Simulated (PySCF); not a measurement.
# CH₅NSSi: spin-spin couplings and electronic excitations at several levels of theory, part 1 of 2

How much do the spin-spin couplings and electronic excitations of CH₅NSSi (`[H]/N=C\[SiH2]S`) depend on the level of theory, and what does each level cost?

Computed with PySCF 2.14.0, with density-fitted response routines of our own, on a single molecule in the gas phase. Atoms are numbered from 0 throughout.

## Step 1: The molecule as given

9 atoms, charge 0, multiplicity 1; geometry from: PBE0-D3(BJ)/def2-SVP.

Bonds of the start (Å): N0–C1 1.27, C1–Si2 1.90, Si2–S3 2.15, N0–H4 1.03, C1–H5 1.11, Si2–H6 1.50, Si2–H7 1.49, S3–H8 1.35.

## Step 2: Spin-spin couplings: B3LYP/def2-TZVP

What the job is given:

```
{"job": {"kind": "j", "xc": "B3LYP", "basis": "def2-TZVP"}, "charge": 0, "multiplicity": 1}
N      2.068488     0.170683    -0.273788
C      1.049741     0.161271     0.489238
Si    -0.648707    -0.571884     0.063888
S     -2.204123     0.889939     0.293238
H      1.857560    -0.292071    -1.168738
H      1.167290     0.643228     1.479288
H     -0.542869    -1.090351    -1.336304
H     -1.026460    -1.666791     1.002961
H     -1.668985     1.755820    -0.596242
```

Level: B3LYP/def2-TZVP indirect spin-spin coupling, non-relativistic, gas phase.

Run with:

```
> OMP_NUM_THREADS=1 python probes_run.py task.json out
```

The driver reads the jobs from task.json and runs them one after another.

Log:

```text
coarse grid: 8496 points
cycle   1  E = -783.6202988315  dE =  1.821e-01  |g| = 3.855e-01  |ddm| = 2.254e+00
cycle   2  E = -783.5612841587  dE =  5.901e-02  |g| = 6.405e-01  |ddm| = 8.875e-01
cycle   3  E = -783.6545411616  dE = -9.326e-02  |g| = 1.245e-01  |ddm| = 5.485e-01
cycle   4  E = -783.6578497329  dE = -3.309e-03  |g| = 4.247e-02  |ddm| = 1.017e-01
cycle   5  E = -783.6582545295  dE = -4.048e-04  |g| = 4.229e-03  |ddm| = 2.855e-02
cycle   6  E = -783.6582586284  dE = -4.099e-06  |g| = 2.445e-03  |ddm| = 6.393e-03
final grid: 72736 points
cycle   7  E = -783.6500782618  dE = -1.359e-05  |g| = 5.069e-03  |ddm| = 1.880e-02
cycle   8  E = -783.6500728327  dE =  5.429e-06  |g| = 6.765e-03  |ddm| = 9.469e-03
cycle   9  E = -783.6500837767  dE = -1.094e-05  |g| = 1.445e-03  |ddm| = 6.037e-03
cycle  10  E = -783.6500842230  dE = -4.463e-07  |g| = 3.033e-04  |ddm| = 8.929e-04
cycle  11  E = -783.6500842443  dE = -2.124e-08  |g| = 4.334e-05  |ddm| = 2.109e-04
cycle  12  E = -783.6500842447  dE = -4.313e-10  |g| = 2.021e-05  |ddm| = 5.293e-05
converged SCF energy = -783.6500842447

Indirect spin-spin couplings (Hz)
  i      j    bonds     total        FC       PSO       DSO        SD
  0 N    1 C    1      2.595    -5.653     9.649    -0.037    -1.364
  0 N    2 Si   2     -3.881    -5.041     0.743    -0.017     0.434
  0 N    3 S    3      0.265     0.101    -0.075     0.007     0.232
  0 N    4 H    1    -41.196   -40.767    -0.441    -0.230     0.243
  0 N    5 H    2    -11.220   -13.069     1.728     0.216    -0.096
  0 N    6 H    3     -1.190    -1.283     0.045     0.018     0.029
  0 N    7 H    3     -0.166    -0.184    -0.108     0.147    -0.021
  1 C    2 Si   1    -45.909   -45.733     1.502    -0.104    -1.575
  1 C    3 S    2      0.103     0.398    -0.198    -0.003    -0.093
  1 C    4 H    2     -9.823    -6.023    -3.047    -0.601    -0.151
  1 C    5 H    1    161.431   161.150    -0.493     0.865    -0.090
  1 C    6 H    2     11.322    11.538    -0.089    -0.123    -0.004
  1 C    7 H    2      7.001     7.102     0.010    -0.145     0.034
  1 C    8 H    3      0.647     0.631    -0.067     0.140    -0.057
  2 Si   3 S    1     17.550    15.164     4.141    -0.010    -1.745
  2 Si   4 H    3    -20.091   -19.803    -0.194    -0.080    -0.013
  2 Si   5 H    2    -28.317   -28.349    -0.055     0.133    -0.045
  2 Si   6 H    1   -183.780  -184.103     0.902    -0.275    -0.303
  2 Si   7 H    1   -179.913  -180.146     0.794    -0.265    -0.296
  2 Si   8 H    2      5.556     5.018     0.496     0.053    -0.012
  3 S    5 H    3     -0.102    -0.064    -0.018    -0.015    -0.005
  3 S    6 H    2      1.135     1.288    -0.012    -0.080    -0.062
  3 S    7 H    2      9.989    10.093    -0.014    -0.053    -0.037
  3 S    8 H    1     23.772    18.184     5.322     0.077     0.189
  4 H    5 H    3     27.136    28.296     2.480    -3.996     0.356
  4 H    6 H    4      0.785     0.193    -1.459     2.013     0.038
  4 H    7 H    4     -1.165    -0.737     0.651    -1.061    -0.019
  4 H    8 H    5      0.328     0.222    -0.057     0.162     0.000
  5 H    6 H    3      6.344     7.155     1.422    -2.202    -0.030
  5 H    7 H    3     -0.798    -0.689     0.439    -0.567     0.018
  5 H    8 H    4      0.193     0.171     0.148    -0.128     0.002
  6 H    7 H    2      7.979     8.802     0.986    -1.854     0.045
  6 H    8 H    3      1.907     1.909     0.059    -0.063     0.002
  7 H    8 H    3     11.288    12.398     1.420    -2.539     0.010
```

Wall time 27 s (1 thread of Arm Neoverse V1, shared host); peak memory 0.76 GiB.

The basis is not made for couplings: without tight functions at the nuclei these values are rough.

Couplings of 1 Hz or more, nine at most for each number of bonds, with means over like pairs (isotopes 13C, 1H, 15N, 33S, 29Si):

| pair | bonds | J (Hz) | Fermi contact (Hz) | dihedral (°) |
| --- | --- | --- | --- | --- |
| Si2–H6 | 1 | -181.8 | -182.1 | – |
| C1–H5 | 1 | 161.4 | 161.2 | – |
| C1–Si2 | 1 | -45.9 | -45.7 | – |
| N0–H4 | 1 | -41.2 | -40.8 | – |
| S3–H8 | 1 | 23.8 | 18.2 | – |
| Si2–S3 | 1 | 17.6 | 15.2 | – |
| N0–C1 | 1 | 2.6 | -5.7 | – |
| Si2–H5 | 2 | -28.3 | -28.3 | – |
| N0–H5 | 2 | -11.2 | -13.1 | – |
| C1–H4 | 2 | -9.8 | -6.0 | – |
| C1–H6 | 2 | 9.2 | 9.3 | – |
| H6–H7 | 2 | 8.0 | 8.8 | – |
| S3–H6 | 2 | 5.6 | 5.7 | – |
| Si2–H8 | 2 | 5.6 | 5.0 | – |
| N0–Si2 | 2 | -3.9 | -5.0 | – |
| H4–H5 | 3 | 27.1 | 28.3 | -180 |
| Si2–H4 | 3 | -20.1 | -19.8 | -1 |
| H6–H8 | 3 | 6.6 | 7.2 | – |
| H5–H6 | 3 | 2.8 | 3.2 | – |

Quadrupole couplings from the field gradients of the same density:

| atom | isotope | eQq/h (MHz) | η |
| --- | --- | --- | --- |
| S3 | 33S | 34.3 | 0.78 |
| N0 | 14N | -4.833 | 0.69 |

## Step 3: Indirect couplings: B3LYP/cc-pVTZ

The job, as its differences from that of step 2:

```diff
@@ -1,2 +1,2 @@
-{"job": {"kind": "j", "xc": "B3LYP", "basis": "def2-TZVP"}, "charge": 0, "multiplicity": 1}
+{"job": {"kind": "j", "xc": "B3LYP", "basis": "cc-pVTZ"}, "charge": 0, "multiplicity": 1}
 N      2.068488     0.170683    -0.273788
```

Level: B3LYP/cc-pVTZ indirect spin-spin coupling, non-relativistic, gas phase.

Log:

```text
coarse grid: 8496 points
cycle   1  E = -783.6092482163  dE =  1.913e-01  |g| = 3.859e-01  |ddm| = 5.603e+00
cycle   2  E = -783.5507308957  dE =  5.852e-02  |g| = 6.388e-01  |ddm| = 1.590e+00
cycle   3  E = -783.6439949753  dE = -9.326e-02  |g| = 1.250e-01  |ddm| = 9.681e-01
cycle   4  E = -783.6473722146  dE = -3.377e-03  |g| = 3.865e-02  |ddm| = 2.118e-01
cycle   5  E = -783.6477245705  dE = -3.524e-04  |g| = 4.362e-03  |ddm| = 5.527e-02
cycle   6  E = -783.6477298582  dE = -5.288e-06  |g| = 2.102e-03  |ddm| = 1.169e-02
final grid: 72736 points
cycle   7  E = -783.6537244914  dE = -1.751e-05  |g| = 4.431e-03  |ddm| = 4.545e-02
cycle   8  E = -783.6537205169  dE =  3.974e-06  |g| = 5.887e-03  |ddm| = 1.645e-02
cycle   9  E = -783.6537289927  dE = -8.476e-06  |g| = 1.184e-03  |ddm| = 1.001e-02
cycle  10  E = -783.6537292942  dE = -3.015e-07  |g| = 2.616e-04  |ddm| = 1.657e-03
cycle  11  E = -783.6537293098  dE = -1.559e-08  |g| = 4.387e-05  |ddm| = 3.762e-04
cycle  12  E = -783.6537293103  dE = -4.815e-10  |g| = 1.857e-05  |ddm| = 8.690e-05
converged SCF energy = -783.6537293103

Indirect spin-spin couplings (Hz)
  i      j    bonds     total        FC       PSO       DSO        SD
  0 N    1 C    1     -4.663   -13.016     9.766    -0.039    -1.374
  0 N    2 Si   2     -3.563    -4.676     0.708    -0.017     0.422
  0 N    3 S    3      0.270     0.111    -0.063     0.007     0.215
  0 N    4 H    1    -36.318   -35.658    -0.520    -0.214     0.075
  0 N    5 H    2    -10.646   -12.476     1.727     0.216    -0.114
  0 N    6 H    3     -1.134    -1.217     0.035     0.018     0.029
  0 N    7 H    3      0.123     0.108    -0.101     0.146    -0.030
  1 C    2 Si   1    -41.196   -41.075     1.501    -0.103    -1.520
  1 C    3 S    2     -0.095     0.190    -0.198    -0.003    -0.084
  1 C    4 H    2     -8.429    -4.719    -2.985    -0.605    -0.119
  1 C    5 H    1    155.074   154.403    -0.343     0.840     0.175
  1 C    6 H    2     10.073    10.335    -0.131    -0.123    -0.008
  1 C    7 H    2      6.199     6.356    -0.043    -0.147     0.034
  1 C    8 H    3      0.587     0.574    -0.066     0.140    -0.061
  2 Si   3 S    1     20.488    18.432     3.689    -0.011    -1.622
  2 Si   4 H    3    -21.785   -21.465    -0.233    -0.079    -0.007
  2 Si   5 H    2    -30.855   -30.902    -0.064     0.135    -0.024
  2 Si   6 H    1   -171.516  -172.080     0.854    -0.271    -0.018
  2 Si   7 H    1   -165.816  -166.322     0.781    -0.261    -0.014
  2 Si   8 H    2      5.357     4.780     0.548     0.053    -0.024
  3 S    5 H    3     -0.154    -0.069    -0.066    -0.015    -0.003
  3 S    6 H    2      0.933     1.162    -0.075    -0.080    -0.075
  3 S    7 H    2     10.420    10.566    -0.058    -0.053    -0.035
  3 S    8 H    1     17.637    12.099     5.460     0.074     0.004
  4 H    5 H    3     26.881    27.779     2.773    -4.019     0.349
  4 H    6 H    4      0.884     0.208    -1.387     2.021     0.042
  4 H    7 H    4     -1.231    -0.691     0.543    -1.064    -0.018
  4 H    8 H    5      0.377     0.225    -0.010     0.161     0.001
  5 H    6 H    3      6.445     7.352     1.332    -2.210    -0.030
  5 H    7 H    3     -0.811    -0.687     0.429    -0.572     0.020
  5 H    8 H    4      0.228     0.180     0.177    -0.132     0.003
  6 H    7 H    2      7.378     8.427     0.740    -1.864     0.076
  6 H    8 H    3      1.903     1.891     0.077    -0.067     0.002
  7 H    8 H    3     10.902    12.386     1.051    -2.545     0.009
```

It took 34 s on 1 thread of Arm Neoverse V1, shared host; peak memory 0.79 GiB.

This basis has no tight s functions, so the Fermi-contact terms are rough.

Key values: J(Si2,H6) -168.7 Hz, J(C1,H5) 155.1 Hz, J(C1,Si2) -41.2 Hz (means over like pairs).

## Step 4: Indirect couplings: B3LYP/6-31G*

The job, as its differences from that of step 3:

```diff
@@ -1,2 +1,2 @@
-{"job": {"kind": "j", "xc": "B3LYP", "basis": "cc-pVTZ"}, "charge": 0, "multiplicity": 1}
+{"job": {"kind": "j", "xc": "B3LYP", "basis": "6-31G*"}, "charge": 0, "multiplicity": 1}
 N      2.068488     0.170683    -0.273788
```

Level: B3LYP/6-31G* indirect spin-spin coupling, non-relativistic, gas phase.

Log:

```text
coarse grid: 8496 points
cycle   1  E = -783.5524952128  dE =  2.182e-01  |g| = 3.776e-01  |ddm| = 2.796e+00
cycle   2  E = -783.4984429214  dE =  5.405e-02  |g| = 6.076e-01  |ddm| = 1.069e+00
cycle   3  E = -783.5899065815  dE = -9.146e-02  |g| = 1.227e-01  |ddm| = 6.298e-01
cycle   4  E = -783.5936357821  dE = -3.729e-03  |g| = 2.648e-02  |ddm| = 1.342e-01
cycle   5  E = -783.5938225860  dE = -1.868e-04  |g| = 4.020e-03  |ddm| = 3.176e-02
cycle   6  E = -783.5938281987  dE = -5.613e-06  |g| = 1.315e-03  |ddm| = 8.240e-03
final grid: 72736 points
cycle   7  E = -783.5354821660  dE = -5.161e-06  |g| = 3.195e-03  |ddm| = 1.005e-02
cycle   8  E = -783.5354804383  dE =  1.728e-06  |g| = 4.127e-03  |ddm| = 7.889e-03
cycle   9  E = -783.5354848384  dE = -4.400e-06  |g| = 7.628e-04  |ddm| = 4.587e-03
cycle  10  E = -783.5354849777  dE = -1.393e-07  |g| = 1.365e-04  |ddm| = 6.434e-04
cycle  11  E = -783.5354849820  dE = -4.299e-09  |g| = 2.532e-05  |ddm| = 1.474e-04
cycle  12  E = -783.5354849822  dE = -1.888e-10  |g| = 9.667e-06  |ddm| = 4.621e-05
converged SCF energy = -783.5354849822

Indirect spin-spin couplings (Hz)
  i      j    bonds     total        FC       PSO       DSO        SD
  0 N    1 C    1     -7.085   -14.333     8.599    -0.044    -1.308
  0 N    2 Si   2     -2.031    -3.106     0.690    -0.016     0.401
  0 N    3 S    3      0.203     0.041    -0.038     0.007     0.193
  0 N    4 H    1    -46.362   -46.071    -0.119    -0.269     0.096
  0 N    5 H    2     -8.262   -10.083     1.636     0.209    -0.023
  0 N    6 H    3     -0.853    -0.922     0.033     0.013     0.023
  0 N    7 H    3     -0.858    -0.917    -0.072     0.143    -0.013
  1 C    2 Si   1    -54.934   -54.615     1.109    -0.104    -1.325
  1 C    3 S    2     -0.172     0.066    -0.165    -0.003    -0.070
  1 C    4 H    2    -10.099    -6.536    -2.739    -0.589    -0.236
  1 C    5 H    1    168.688   168.300    -0.627     0.915     0.100
  1 C    6 H    2      9.568     9.815    -0.128    -0.116    -0.003
  1 C    7 H    2      4.186     4.357    -0.055    -0.139     0.023
  1 C    8 H    3      0.519     0.462    -0.036     0.143    -0.050
  2 Si   3 S    1     12.743    10.654     3.659    -0.011    -1.559
  2 Si   4 H    3    -19.131   -18.818    -0.211    -0.081    -0.020
  2 Si   5 H    2    -28.103   -28.164    -0.014     0.130    -0.056
  2 Si   6 H    1   -194.578  -194.943     1.084    -0.300    -0.420
  2 Si   7 H    1   -192.543  -192.818     1.016    -0.290    -0.450
  2 Si   8 H    2      4.774     4.280     0.437     0.045     0.012
  3 S    5 H    3     -0.041    -0.028     0.005    -0.015    -0.004
  3 S    6 H    2      0.940     1.059    -0.002    -0.078    -0.039
  3 S    7 H    2      9.218     9.312    -0.014    -0.051    -0.030
  3 S    8 H    1     25.641    21.047     4.168     0.093     0.333
  4 H    5 H    3     28.284    30.190     1.680    -3.956     0.370
  4 H    6 H    4      1.240     0.171    -0.999     2.019     0.048
  4 H    7 H    4     -1.797    -0.986     0.253    -1.043    -0.021
  4 H    8 H    5      0.337     0.221    -0.049     0.167    -0.002
  5 H    6 H    3      5.864     7.209     0.863    -2.175    -0.033
  5 H    7 H    3     -0.887    -0.593     0.228    -0.545     0.022
  6 H    7 H    2      6.904     8.468     0.205    -1.791     0.022
  6 H    8 H    3      1.835     1.945    -0.090    -0.034     0.015
  7 H    8 H    3     11.248    13.235     0.517    -2.502    -0.002
```

Wall time 9.1 s (1 thread of Arm Neoverse V1, shared host); peak memory 0.49 GiB.

The basis is not made for couplings: without tight functions at the nuclei these values are rough.

This run: J(Si2,H6) -193.6 Hz, J(C1,H5) 168.7 Hz, J(C1,Si2) -54.9 Hz (means over like pairs).

## Step 5: TDDFT and polarisability: HF/def2-SVPD

The job, as its differences from that of step 4:

```diff
@@ -1,2 +1,2 @@
-{"job": {"kind": "j", "xc": "B3LYP", "basis": "6-31G*"}, "charge": 0, "multiplicity": 1}
+{"job": {"kind": "uv", "xc": "HF", "basis": "def2-SVPD", "ip": true}, "charge": 0, "multiplicity": 1}
 N      2.068488     0.170683    -0.273788
```

Method: TDDFT HF/def2-SVPD, vertical, gas phase, core orbitals frozen in the response.

Log:

```text
final grid: 72736 points
cycle   1  E = -781.3427264246  dE =  2.172e-01  |g| = 4.329e-01  |ddm| = 3.811e+00
cycle   2  E = -781.4008266507  dE = -5.810e-02  |g| = 2.348e-01  |ddm| = 8.657e-01
cycle   3  E = -781.4146999964  dE = -1.387e-02  |g| = 6.464e-02  |ddm| = 5.284e-01
cycle   4  E = -781.4165044095  dE = -1.804e-03  |g| = 2.277e-02  |ddm| = 1.642e-01
cycle   5  E = -781.4167159073  dE = -2.115e-04  |g| = 6.296e-03  |ddm| = 8.535e-02
cycle   6  E = -781.4167499577  dE = -3.405e-05  |g| = 2.865e-03  |ddm| = 2.654e-02
cycle   7  E = -781.4167560807  dE = -6.123e-06  |g| = 9.005e-04  |ddm| = 1.359e-02
cycle   8  E = -781.4167567006  dE = -6.199e-07  |g| = 2.391e-04  |ddm| = 3.896e-03
cycle   9  E = -781.4167567514  dE = -5.075e-08  |g| = 6.815e-05  |ddm| = 1.123e-03
cycle  10  E = -781.4167567550  dE = -3.626e-09  |g| = 1.619e-05  |ddm| = 2.774e-04
cycle  11  E = -781.4167567553  dE = -2.403e-10  |g| = 5.151e-06  |ddm| = 6.738e-05
converged SCF energy = -781.4167567553

Static polarisability (au): isotropic 65.215, principal 57.063 58.994 79.589

Singlet excitations
state   eV       nm        f      main configurations
  1   4.7510    261.0   0.00066   H-1->L 0.16, H->L 0.12, H-1->L+5 0.12
  2   6.6449    186.6   0.00170   H->L+1 0.21, H->L+7 0.16, H->L 0.10
  3   7.1396    173.7   0.06524   H->L 0.57, H-1->L 0.16
  4   7.8579    157.8   0.35097   H-2->L 0.24, H-2->L+2 0.09, H-2->L+5 0.08
  5   8.2154    150.9   0.05511   H->L+1 0.20, H->L+6 0.16, H-1->L+1 0.13
  6   8.4714    146.4   0.01464   H->L+2 0.40
  7   8.5936    144.3   0.08694   H->L+6 0.16, H->L+5 0.15, H->L+7 0.09
  8   8.7658    141.4   0.00341   H->L+2 0.20, H->L+4 0.08
  9   8.8143    140.7   0.00788   H->L+4 0.17, H->L+9 0.14, H-1->L 0.13
 10   8.9422    138.7   0.03916   H->L+3 0.47

Triplet excitations (Tamm-Dancoff, eV): 3.7876 3.9152 6.0208 6.6070
Vertical ionisation energy (delta-SCF) = 8.8039 eV
```

It took 9.3 s on 1 thread of Arm Neoverse V1, shared host; peak memory 0.49 GiB.

Frontier orbitals and where they lie:

| orbital | eV | atoms |
| --- | --- | --- |
| HOMO−3 | -13.10 | S3 38 %, Si2 18 %, C1 13 % |
| HOMO−2 | -12.21 | N0 33 %, C1 24 %, S3 22 % |
| HOMO−1 | -11.31 | N0 33 %, S3 28 %, C1 14 % |
| HOMO | -10.46 | S3 58 %, N0 12 %, Si2 10 % |
| LUMO | 1.99 | S3 50 %, Si2 15 %, H8 9 % |
| LUMO+1 | 2.35 | Si2 40 %, S3 15 %, C1 11 % |
| LUMO+2 | 2.64 | S3 68 %, Si2 9 %, H7 7 % |

With each of the 10 states as a Gaussian band of 0.4 eV half-width at 1/e, the curve within the window shown has maxima at 157 nm (ε 16,000) L/(mol cm). Beyond the last state computed it falls off for lack of states. The curve at chosen wavelengths:

```json
{"nm": "134", "ε (L/mol/cm)": "1310"}
{"nm": "141", "ε (L/mol/cm)": "5303"}
{"nm": "147", "ε (L/mol/cm)": "7614"}
{"nm": "154", "ε (L/mol/cm)": "14080"}
{"nm": "160", "ε (L/mol/cm)": "13944"}
{"nm": "167", "ε (L/mol/cm)": "5904"}
{"nm": "173", "ε (L/mol/cm)": "3330"}
{"nm": "180", "ε (L/mol/cm)": "1832"}
{"nm": "186", "ε (L/mol/cm)": "700"}
{"nm": "193", "ε (L/mol/cm)": "153"}
{"nm": "200", "ε (L/mol/cm)": "29"}
{"nm": "206", "ε (L/mol/cm)": "7"}
{"nm": "213", "ε (L/mol/cm)": "1"}
{"nm": "219", "ε (L/mol/cm)": "0"}
{"nm": "226", "ε (L/mol/cm)": "1"}
{"nm": "232", "ε (L/mol/cm)": "3"}
{"nm": "239", "ε (L/mol/cm)": "8"}
{"nm": "246", "ε (L/mol/cm)": "16"}
{"nm": "252", "ε (L/mol/cm)": "22"}
{"nm": "259", "ε (L/mol/cm)": "27"}
{"nm": "265", "ε (L/mol/cm)": "26"}
{"nm": "272", "ε (L/mol/cm)": "21"}
{"nm": "278", "ε (L/mol/cm)": "16"}
{"nm": "285", "ε (L/mol/cm)": "10"}
{"nm": "291", "ε (L/mol/cm)": "6"}
{"nm": "298", "ε (L/mol/cm)": "3"}
```

Ground-state properties from the same run:

| property | computed |
| --- | --- |
| dipole moment (D) | 1.27 |
| polarisability (Å³) | 9.66 |
| HOMO–LUMO gap (eV) | 12.46 |
| −ε(HOMO) (eV) | 10.46 |

## Step 6: Excited states and response: LDA/def2-SVPD

The job, as its differences from that of step 5:

```diff
@@ -1,2 +1,2 @@
-{"job": {"kind": "uv", "xc": "HF", "basis": "def2-SVPD", "ip": true}, "charge": 0, "multiplicity": 1}
+{"job": {"kind": "uv", "xc": "LDA", "basis": "def2-SVPD", "ip": true}, "charge": 0, "multiplicity": 1}
 N      2.068488     0.170683    -0.273788
```

Level: TDDFT LDA/def2-SVPD, vertical, gas phase, core orbitals frozen in the response.

Log:

```text
coarse grid: 8496 points
cycle   1  E = -779.7820842674  dE =  1.655e-01  |g| = 3.640e-01  |ddm| = 3.852e+00
cycle   2  E = -779.6788579926  dE =  1.032e-01  |g| = 7.342e-01  |ddm| = 3.180e+00
cycle   3  E = -779.8100359345  dE = -1.312e-01  |g| = 2.017e-01  |ddm| = 2.246e+00
cycle   4  E = -779.8199506058  dE = -9.915e-03  |g| = 4.615e-02  |ddm| = 2.530e-01
cycle   5  E = -779.8204942008  dE = -5.436e-04  |g| = 1.063e-02  |ddm| = 7.023e-02
cycle   6  E = -779.8205341367  dE = -3.994e-05  |g| = 2.882e-03  |ddm| = 2.281e-02
cycle   7  E = -779.8205368818  dE = -2.745e-06  |g| = 7.029e-04  |ddm| = 6.339e-03
final grid: 72736 points
cycle   8  E = -779.9167729303  dE = -1.499e-05  |g| = 3.196e-03  |ddm| = 4.348e-02
cycle   9  E = -779.9167601152  dE =  1.282e-05  |g| = 8.061e-03  |ddm| = 1.853e-02
cycle  10  E = -779.9167748383  dE = -1.472e-05  |g| = 1.275e-03  |ddm| = 1.497e-02
cycle  11  E = -779.9167753030  dE = -4.648e-07  |g| = 2.514e-04  |ddm| = 1.758e-03
cycle  12  E = -779.9167753216  dE = -1.860e-08  |g| = 4.964e-05  |ddm| = 6.895e-04
cycle  13  E = -779.9167753224  dE = -7.681e-10  |g| = 1.324e-05  |ddm| = 1.080e-04
converged SCF energy = -779.9167753224

Static polarisability (au): isotropic 74.087, principal 62.432 66.985 92.845

Singlet excitations
state   eV       nm        f      main configurations
  1   3.7237    333.0   0.00534   H->L 0.95
  2   4.2882    289.1   0.00570   H-1->L 0.95
  3   5.0950    243.3   0.00051   H->L+1 0.99
  4   5.2981    234.0   0.00773   H->L+2 0.99
  5   5.7919    214.1   0.01347   H->L+3 0.86, H-2->L 0.10
  6   5.9486    208.4   0.00878   H-1->L+1 0.96
  7   6.0258    205.8   0.03008   H-3->L 0.35, H-1->L+2 0.32, H-2->L 0.23
  8   6.1453    201.8   0.02014   H-1->L+2 0.55, H-3->L 0.32
  9   6.2547    198.2   0.00621   H->L+4 0.82, H-3->L 0.08
 10   6.3616    194.9   0.03297   H->L+5 0.48, H-2->L 0.17, H-4->L 0.10

Triplet excitations (Tamm-Dancoff, eV): 3.0980 4.0570 5.0055 5.1291
Vertical ionisation energy (delta-SCF) = 9.5964 eV
Vertical electron affinity (delta-SCF) = -0.0335 eV
```

Run time: 33 s. Hardware: 1 thread of Arm Neoverse V1, shared host; peak memory 0.49 GiB.

Key values: HOMO -6.08 eV, LUMO -2.71 eV; lowest singlet 3.72 eV.

(Continued in part 2 of 2.)
